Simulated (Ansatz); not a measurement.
# BiS (Pm-3m) in Ansatz: settings compared

Aim: see how the results for BiS move with the level of theory and the settings. Levels: HSE06, HSE03, HSEsol. Tasks: band structure.

Everything below comes from runs of Ansatz 0.2.0. Logs are shortened: lines on timing, memory, paths and dates and some standing lists are left out, and cuts for length are marked.

## (1) The structure

The structure is cubic, space group Pm-3m (No. 221). The conventional cell has a = 4.003 Å, b = 4.003 Å, c = 4.003 Å, α = 90.00°, β = 90.00°, γ = 90.00°. Bi (site symmetry m-3m) is surrounded by 8 S at 3.47 Å. S (site symmetry m-3m) is surrounded by 8 Bi at 3.47 Å.

The cell was built by a generator and needn't be a form met in nature.

## (2) Band structure, HSE06

Contents of input:

```
crystal:
  lattice:
    - [4.00294434, 0.0, 0.0]
    - [0.0, 4.00294434, 0.0]
    - [0.0, 0.0, 4.00294434]
  atoms:
    - { symbol: Bi, position: [0.5, 0.5, 0.5] }
    - { symbol: S, position: [0.0, 0.0, 0.0] }
hamiltonian:
  xc: hse06
  pseudopotentials: { kind: paw }
kpoints:
  mp_grid: { grid: [4, 4, 4] }
  band_path:
    path:
      - [[0.0, 0.0, 0.0], [0.0, 0.5, 0.0], [0.5, 0.5, 0.0], [0.0, 0.0, 0.0], [0.5, 0.5, 0.5], [0.0, 0.5, 0.0]]
      - [[0.5, 0.5, 0.0], [0.5, 0.5, 0.5]]
    npoints: 4
scf:
  occupations: { method: fermi_dirac, width: 0.05 }
  n_extra_bands: 6
output:
  forces: true
  stress: true
  eigenvalues: true
  fatbands: false
```

Potentials or basis: Ansatz PAW.

The log of the run:

```text
Warning: output.stress: scf.convergence.dr2_threshold = 1e-7 eV (the SCF's general default) is looser than the 2e-10 eV advised for a printed stress (1e-10 eV for each atom of the cell: 2). What an SCF threshold leaves in a stress goes as its square root, and in the free energy as the threshold itself, and one threshold admits the most on a small cell: of the crystals measured, under no hybrid functional and no lock of the moments, on runs that ended without the residual-converged pass, on stresses that held no estimate of that error, the worst erred by over 100 MPa in a component at 1e-7 eV an atom and by under 5 at 1e-10. Set scf.convergence.dr2_threshold to 2e-10 eV or tighter. The threshold is an SCF's pass mark: one that does not reach it within its budget of iterations ends unconverged, or closes short of it on a stop that the run arms, and scf.convergence.dr2_threshold's page says what that costs each kind of run
Warning: output.stress: scf.exx.energy_threshold = 1e-6 eV is looser than the 2e-8 eV advised for a stress under a hybrid functional (1e-8 eV for each atom of the cell: 2). Every SCF of the exchange loop can meet its threshold on dr2 while the loop round them stops early: no threshold on dr2 bounds what that leaves in the stress. Set scf.exx.energy_threshold to 2e-8 eV or tighter. The threshold is the loop's pass mark: a loop that does not reach it within its budget of cycles ends unconverged, and scf.exx.energy_threshold's page has the law
scf.n_extra_bands = 6 over 11 filled bands (N_el = 21.0): the run solves 17 bands
GPUs: using 1 of 1 available (devices: 1).
Engine: ansatz 0.2.0, x86_64-unknown-linux-gnu
Pseudopotentials: kind: paw
Pseudopotential: Bi, paw, valence charge 15, recommended cutoff 420 eV (normal), Bi.paw.azcp
Pseudopotential: S, paw, valence charge 6, recommended cutoff 420 eV (normal), S.paw.azcp
Functional definition: HSE06
  parameter a = 0.25
  parameter omega = 0.11/bohr
  exchange = pbe_x - a*pbe_x_sr(omega) + a*exact_x_sr(omega)
  correlation = pbe_c
device memory: the entry about to start is reckoned to put 0.5 GiB on a device that reports 52.8 GiB free (of which the cap on the GPU budget leaves the run 18.0 GiB)
GPU FFT provider: cuFFT
GPU libraries: cuBLAS 13.8.2, cuFFT 12.4.0, cuSOLVER 12.3.4
Crystal: 2 atoms, lattice volume = 64.141 Å³
Basis set: ecut = 420 eV, 1237 PW (Γ), exchange–correlation on 54×54×54 points (8 copies of the dense FFT grid, shifted against one another)
Bands: 17, of which v1, the nominal top of the filled ones, is band 11 counted from 1 (10 counted from 0)
Symmetry: 48 space group operations
Space group: Pm-3m (ITA 221), of the structure as read, at distance tolerance 4.0e-5 Å
k-points: 10 of 64
Non-local potential: Bi, projectors of the file, l = 0: 2, l = 1: 2, l = 2: 2, l = 3: 2
Non-local potential: S, projectors of the file, l = 0: 2, l = 1: 2, l = 2: 2
PAW form: soft (Blöchl's): semilocal exchange-correlation on the pseudo side does not see the compensation charge
PAW frozen core: Bi, regenerated for the run's functional, and the local potential with it (the file was generated under x = pbe(κ = 0.804, μ = 0.2195149727645171), c = pbe(β = 0.06672455060314922))
PAW frozen core: S, regenerated for the run's functional, and the local potential with it (the file was generated under x = pbe(κ = 0.804, μ = 0.2195149727645171), c = pbe(β = 0.06672455060314922))
PAW one-centre angular grid: Bi, 590 points (default); XC on 64 Gauss nodes
PAW one-centre angular grid: S, 110 points (default); XC on 64 Gauss nodes
Initial density: superposition of atomic densities (neutral atoms: chi_scale 0, normalization atom), corrected by the library's trained network
Initial wavefunctions: pseudopotential atomic-orbital guess
GPU buffer pool allocated for 19683 grid points (all kernels)
GPU transforms: local potential and band sums: pruned to the plane-wave sphere, on 27×27×27
Functional: x = pbe(κ = 0.804, μ = 0.2195149727645171), c = pbe(β = 0.06672455060314922), warm-up for x = pbe(κ = 0.804, μ = 0.2195149727645171) + 0.25 (exact − pbe) at short range (hse, ω = 0.20786987370883472 Å⁻¹), c = pbe(β = 0.06672455060314922); HSE06 as pw.x's `hse` composes it (authors' and Libxc's form: `xc: wpbeh`)
SCF iter   1: F=—  HF=-13297.762733 eV  |F-HF|=—  |Δ(HF+E_count)|=         —  Δρ=3.75e-3  dr2=2.44e-2  ethr=1.77e-3  ⟨swp⟩=11.9  Hψ=878  notcnv=0
preconditioner: auto → none  [insulator: Δε(μ)=0.363 eV  Ē_g=10.969 eV  σ=0.050 eV  W_gap=0.71  n_scr=18 (ndim 8)  ℏωp=15.4 eV  f_vac=0.000  D(μ)=1.88/eV (n_scr^D=18)]
SCF iter   2: F=—  HF=-13297.759506 eV  |F-HF|=—  |Δ(HF+E_count)|=   3.23e-3  Δρ=1.64e-3  dr2=4.52e-3  ethr=1.16e-4  ⟨swp⟩=4.0  Hψ=381  notcnv=0  defer=9
iter 3 solved again at ethr=7.28e-8 eV; its pass at ethr=2.15e-5 eV (dr2=1.53e-5 eV) is discarded
SCF iter   3: F=—  HF=-13297.758832 eV  |F-HF|=—  |Δ(HF+E_count)|=   6.74e-4  Δρ=2.26e-4  dr2=1.71e-5  ethr=7.28e-8  ⟨swp⟩=4.4  Hψ=854  notcnv=0  defer=1
SCF iter   4: F=—  HF=-13297.758867 eV  |F-HF|=—  |Δ(HF+E_count)|=   3.51e-5  Δρ=8.80e-5  dr2=6.82e-6  ethr=7.28e-8  ⟨swp⟩=3.9  Hψ=354  notcnv=0  defer=1
SCF iter   5: F=—  HF=-13297.758866 eV  |F-HF|=—  |Δ(HF+E_count)|=   1.84e-6  Δρ=2.42e-5  dr2=4.64e-7  ethr=3.25e-8  ⟨swp⟩=2.2  Hψ=282  notcnv=0  defer=1
SCF iter   6: F=—  HF=-13297.758866 eV  |F-HF|=—  |Δ(HF+E_count)|=   7.28e-8  Δρ=6.97e-6  dr2=2.34e-8  ethr=2.21e-9  ⟨swp⟩=3.6  Hψ=366  notcnv=0  defer=1
SCF iter   7: F=—  HF=-13297.758866 eV  |F-HF|=—  |Δ(HF+E_count)|=   3.89e-9  Δρ=1.53e-6  dr2=1.21e-9  ethr=1.11e-10  ⟨swp⟩=3.9  Hψ=392  notcnv=0  defer=1
SCF iter   8: F=-13297.758866 eV  HF=-13297.758866 eV  |F-HF|=8.19e-11  |Δ(HF+E_count)|=  1.82e-11  Δρ=2.44e-7  dr2=7.99e-11  ethr=5.75e-12  ⟨swp⟩=3.3  Hψ=317  notcnv=0  defer=1
SCF 1 converged in 8 iterations: F = -13297.758866 eV  dr2 = 7.99e-11
device memory: the entry about to start is reckoned to put 1.1 GiB on a device that reports 52.8 GiB free (of which the cap on the GPU budget leaves the run 18.0 GiB)
GPU FFT provider: cuFFT
GPU libraries: cuBLAS 13.8.2, cuFFT 12.4.0, cuSOLVER 12.3.4
Initial density: handed on by an earlier stage of this run
Initial wavefunctions: those handed on with the density
GPU buffer pool allocated for 19683 grid points (all kernels)
GPU transforms: local potential and band sums: pruned to the plane-wave sphere, on 27×27×27
Functional: x = pbe(κ = 0.804, μ = 0.2195149727645171) + 0.25 (exact − pbe) at short range (hse, ω = 0.20786987370883472 Å⁻¹), c = pbe(β = 0.06672455060314922); HSE06 as pw.x's `hse` composes it (authors' and Libxc's form: `xc: wpbeh`)
Exchange kernel: α = 0.2500, screened, ω = 0.2079 Å⁻¹, Wigner–Seitz truncation, v(0) = 1034.8808 eV·Å³, q-mesh 4×4×4, nearest image of the exchange supercell L = 16.01 Å, pair-density grid 18×18×18, without the augmentation charges, whose exchange is taken in its separable form by FFT convolution over the k-point mesh (sized by the pseudopotential files, 27×27×27 at the most), smooth part of the exact exchange by density-matrix convolution in up to 1.92 GiB of GPU memory as planned if the GPU has room (build and FFT work areas not counted)
Frozen-core exchange: fock
iter 1 solved again at ethr=1.20e-4 eV; its pass at ethr=1.00e-1 eV (dr2=2.52e-2 eV) is discarded
SCF iter   1: F=—  HF=-13301.521219 eV  |F-HF|=—  |Δ(HF+E_count)|=         —  Δρ=5.03e-3  dr2=2.81e-2  ethr=1.20e-4  ⟨swp⟩=4.3  Hψ=813  notcnv=0
preconditioner: auto → none  [insulator: Δε(μ)=0.362 eV  Ē_g=12.220 eV  σ=0.050 eV  W_gap=0.72  n_scr=18 (ndim 8)  ℏωp=15.4 eV  f_vac=0.000  D(μ)=1.90/eV (n_scr^D=18)]
SCF iter   2: F=—  HF=-13301.515790 eV  |F-HF|=—  |Δ(HF+E_count)|=   5.43e-3  Δρ=3.21e-3  dr2=1.36e-2  ethr=1.20e-4  ⟨swp⟩=3.9  Hψ=425  notcnv=0  defer=1
SCF iter   3: F=—  HF=-13301.513134 eV  |F-HF|=—  |Δ(HF+E_count)|=   2.66e-3  Δρ=1.28e-3  dr2=2.42e-3  ethr=5.25e-5  ⟨swp⟩=3.2  Hψ=337  notcnv=0
SCF iter   4: F=—  HF=-13301.517759 eV  |F-HF|=—  |Δ(HF+E_count)|=   4.62e-3  Δρ=1.10e-3  dr2=1.69e-3  ethr=7.38e-6  ⟨swp⟩=3.2  Hψ=369  notcnv=0  defer=1
SCF iter   5: F=—  HF=-13301.517349 eV  |F-HF|=—  |Δ(HF+E_count)|=   4.10e-4  Δρ=3.03e-4  dr2=1.48e-4  ethr=7.38e-6  ⟨swp⟩=2.3  Hψ=287  notcnv=0
SCF iter   6: F=—  HF=-13301.517316 eV  |F-HF|=—  |Δ(HF+E_count)|=   3.29e-5  Δρ=6.69e-5  dr2=8.03e-6  ethr=6.93e-7  ⟨swp⟩=2.9  Hψ=297  notcnv=0
SCF iter   7: F=—  HF=-13301.517358 eV  |F-HF|=—  |Δ(HF+E_count)|=   4.22e-5  Δρ=9.18e-5  dr2=9.70e-6  ethr=1.59e-8  ⟨swp⟩=4.8  Hψ=585  notcnv=0  defer=1
SCF iter   8: F=-13301.517356 eV  HF=-13301.517356 eV  |F-HF|=4.55e-8  |Δ(HF+E_count)|=   2.48e-6  Δρ=8.78e-6  dr2=2.14e-7  ethr=1.59e-8  ⟨swp⟩=3.0  Hψ=322  notcnv=0
SCF 2 stopped early in 8 iterations: F = -13301.517356 eV  dr2 = 2.14e-7
hybrid outer 1: dexx = +5.063e-3 eV, tail = 1.36e-5 eV
GPU FFT provider: cuFFT
GPU libraries: cuBLAS 13.8.2, cuFFT 12.4.0, cuSOLVER 12.3.4
GPU buffer pool allocated for 19683 grid points (all kernels)
GPU transforms: local potential and band sums: pruned to the plane-wave sphere, on 27×27×27
Exchange kernel: α = 0.2500, screened, ω = 0.2079 Å⁻¹, Wigner–Seitz truncation, v(0) = 1034.8808 eV·Å³, q-mesh 4×4×4, nearest image of the exchange supercell L = 16.01 Å, pair-density grid 18×18×18, without the augmentation charges, whose exchange is taken in its separable form by FFT convolution over the k-point mesh (sized by the pseudopotential files, 27×27×27 at the most), smooth part of the exact exchange by density-matrix convolution in up to 1.92 GiB of GPU memory as planned if the GPU has room (build and FFT work areas not counted)
Frozen-core exchange: fock
SCF iter   1: F=—  HF=-13301.517184 eV  |F-HF|=—  |Δ(HF+E_count)|=         —  Δρ=3.61e-5  dr2=1.96e-6  ethr=3.23e-7  ⟨swp⟩=4.6  Hψ=382  notcnv=0
preconditioner: auto → none  [insulator: Δε(μ)=0.381 eV  Ē_g=12.202 eV  σ=0.050 eV  W_gap=0.71  n_scr=18 (ndim 8)  ℏωp=15.4 eV  f_vac=0.000  D(μ)=1.85/eV (n_scr^D=18)]
SCF iter   2: F=—  HF=-13301.517183 eV  |F-HF|=—  |Δ(HF+E_count)|=   1.86e-7  Δρ=1.33e-5  dr2=1.21e-7  ethr=7.78e-9  ⟨swp⟩=3.2  Hψ=322  notcnv=0
SCF iter   3: F=—  HF=-13301.517184 eV  |F-HF|=—  |Δ(HF+E_count)|=   1.87e-7  Δρ=3.80e-6  dr2=2.45e-8  ethr=3.85e-10  ⟨swp⟩=4.4  Hψ=436  notcnv=0  defer=1
SCF iter   4: F=-13301.517184 eV  HF=-13301.517184 eV  |F-HF|=1.91e-10  |Δ(HF+E_count)|=   4.06e-9  Δρ=1.01e-6  dr2=8.50e-10  ethr=8.67e-11  ⟨swp⟩=3.9  Hψ=390  notcnv=0
SCF 3 converged in 4 iterations: F = -13301.517184 eV  dr2 = 8.50e-10
  Residual-converged pass: ⟨swp⟩=3.3  Hψ=373  notcnv=0  max |occ|·‖R‖ = 2.4e-6 eV (tolerance 2.4e-6 eV)  dr2=8.25e-10  dr2_onsite=3.87e-11  max |Δocc| = 1.2e-12
hybrid outer 2: dexx = +1.940e-7 eV, tail = 6.07e-9 eV, Δε = 2.63e-3 eV (about 6.82e-5 eV left of the loop's levels)
device memory: the entry about to start is reckoned to put 0.4 GiB on a device that reports 49.1 GiB free (of which the cap on the GPU budget leaves the run 18.0 GiB)
NSCF: frozen V_eff on 26 k-points, pencils in batches of 32, up to order 76
hybrid SCF converged: 2 outer / 12 inner (+8 warm-up), last move |dexx| = 1.94e-7 eV, tail = 6.07e-9 eV
Stability not checked: this state was not tested for a lower state beside it, because the functional holds exact exchange (a hybrid, or Hartree-Fock), whose exchange loop this test does not read (fock_operator; see scf.lower_state_search)
Free energy (F): -13301.517184 eV
Frozen-core exchange: fock
Harris-Foulkes:  -13301.517184 eV  (|F-HF|=1.91e-10)
Internal energy: -13301.502953 eV  (E = F + TS)
E sigma→0 (E₀):  -13301.510069 eV
Entropy (-TS):   -0.014230 eV (-7.115 meV/atom)
Fermi energy:    6.441499 eV
--- Per-component energies (eV) ---
  E_band       = -189.873479
  E_kinetic    = 396.154080
  E_local      = -1744.297733  (includes V_loc(G=0)·N_el)
  E_nonlocal   = 591.189941
  E_hartree    = 558.300352
  E_xc         = -195.802822
  E_vxc        = -180.453277  (∫ρ·V_xc dr)
  E_exx        = -44.663573  (= α·E_x^exact, valence–valence)
  E_paw        = -11270.862004  (= ΣΔE_a)
  E_vpaw       = -279.739451  (= ΣTr[D̂ρ^β])
  E_aug_tail   = -0.000439  (compensation charges beyond the density's cutoff)
  E_ewald      = -1591.578859
  E_core_change = 0.058103  (= ΣΔE_core)
  E_smearing   = -0.014230  (= −TS)
  E_closure    = 0.000001  (closes the sum)
  Σ components = -13301.517184   (vs F -13301.517184, Δ=1.82e-12)
--- Forces (eV/Å), atoms counted from 1 ---
  atom   1  Bi    -0.00000000     0.00000000     0.00000000
  atom   2  S     -0.00000000     0.00000000     0.00000000
  max |Σ_I F_I| component: 6.86e-27 eV/Å
--- Stress (GPa, compression-positive) ---
      -13.219939       0.000000       0.000000
        0.000000     -13.219939       0.000000
        0.000000       0.000000     -13.219939
  P = ⅓ Tr σ = -13.2199 GPa (-132.199 kbar)
--- Band table (eV; the first three rows and the last of 10) ---
  k-point 0: bands = ["-19.3293", "-19.3293", "-19.2830", "-19.2830", "-19.2830", "-8.0812", "-4.3737", "3.9118", "3.9118", "3.9118", "9.6188", "9.6188", "9.6188", "11.4895", "11.4895", "14.4281", "18.0506"]
  k-point 1: bands = ["-19.3289", "-19.3128", "-19.2878", "-19.2878", "-19.2826", "-7.6756", "-4.8378", "3.6936", "4.3249", "4.3249", "7.1407", "8.8814", "8.8814", "12.0382", "13.8929", "16.4555", "16.7677"]
  k-point 2: bands = ["-19.3284", "-19.2962", "-19.2926", "-19.2926", "-19.2822", "-7.0028", "-5.6017", "4.3084", "4.9016", "4.9016", "4.9023", "7.9835", "7.9835", "13.4655", "13.9513", "16.7921", "18.6288"]
  k-point 9: bands = ["-19.3024", "-19.3024", "-19.3024", "-19.2781", "-19.2781", "-6.4865", "-4.3454", "3.4934", "3.4934", "3.4934", "4.7480", "4.7480", "4.7480", "17.3647", "17.3647", "17.3647", "20.8177"]
```

It took 28 s on 1 × NVIDIA H100 80GB HBM3 with 2 threads of AMD EPYC 7R13 (Zen 3), shared host; peak memory 1.8 GiB.

What came out:

```
Free energy            : -13301.5172 eV
Pressure               : -13.2 GPa
Band gap on the k mesh : none (metal or under the smearing width)
```

Levels at the corners of the path, in eV from the Fermi level:
```tsv
point	band 8	band 9	band 10	band 11	band 12	band 13
Γ	-2.53	-2.53	-2.53	3.18	3.18	3.18
X	-2.13	-1.54	-1.54	-1.54	1.54	1.54
M	-4.83	-4.83	-1.31	1.97	1.97	2.43
Γ	-2.53	-2.53	-2.53	3.18	3.18	3.18
R	-2.95	-2.95	-2.95	-1.69	-1.69	-1.69
X	-2.13	-1.54	-1.54	-1.54	1.54	1.54
M	-4.83	-4.83	-1.31	1.97	1.97	2.43
R	-2.95	-2.95	-2.95	-1.69	-1.69	-1.69
```

Caveat: the k mesh is coarse (spacing up to 0.39 Å⁻¹), so the values aren't converged, least of all with exact exchange; spin-orbit coupling is left out, which moves the levels of the heavy elements; the PAW data sets come from PBE, with cores solved anew for the run's functional, which leaves a small shift of forces and pressure; the thresholds are loose for stress.

## (3) Band structure, HSE03

Changes to input since step 2:

```diff
@@ -9,3 +9,3 @@
 hamiltonian:
-  xc: hse06
+  xc: { exchange: pbe, correlation: pbe, exx: { coeff: 0.25, omega: 0.3 } }
   pseudopotentials: { kind: paw }
```

Potentials or basis: Ansatz PAW.

Run time: 24 s. Hardware: 1 × NVIDIA H100 80GB HBM3 with 2 threads of AMD EPYC 7R13 (Zen 3), shared host; peak memory 1.8 GiB.

Results (log left out):

* Free energy: -13301.5572 eV
* Pressure: -12.9 GPa
* Band gap on the k mesh: none (metal or under the smearing width)

Levels at the corners of the path, in eV from the Fermi level:
| point | band 8 | band 9 | band 10 | band 11 | band 12 | band 13 |
| --- | --- | --- | --- | --- | --- | --- |
| Γ | -2.40 | -2.40 | -2.40 | 3.07 | 3.07 | 3.07 |
| X | -2.04 | -1.51 | -1.44 | -1.44 | 1.49 | 1.49 |
| M | -4.65 | -4.65 | -1.21 | 1.87 | 1.87 | 2.36 |
| Γ | -2.40 | -2.40 | -2.40 | 3.07 | 3.07 | 3.07 |
| R | -2.83 | -2.83 | -2.83 | -1.63 | -1.63 | -1.63 |
| X | -2.04 | -1.51 | -1.44 | -1.44 | 1.49 | 1.49 |
| M | -4.65 | -4.65 | -1.21 | 1.87 | 1.87 | 2.36 |
| R | -2.83 | -2.83 | -2.83 | -1.63 | -1.63 | -1.63 |

Caveat: the k mesh is coarse (spacing up to 0.39 Å⁻¹), so the values aren't converged, least of all with exact exchange; spin-orbit coupling is left out, which moves the levels of the heavy elements; the PAW data sets come from PBE, with cores solved anew for the run's functional, which leaves a small shift of forces and pressure; the thresholds are loose for stress.

(Continued in part 2 of 2.)
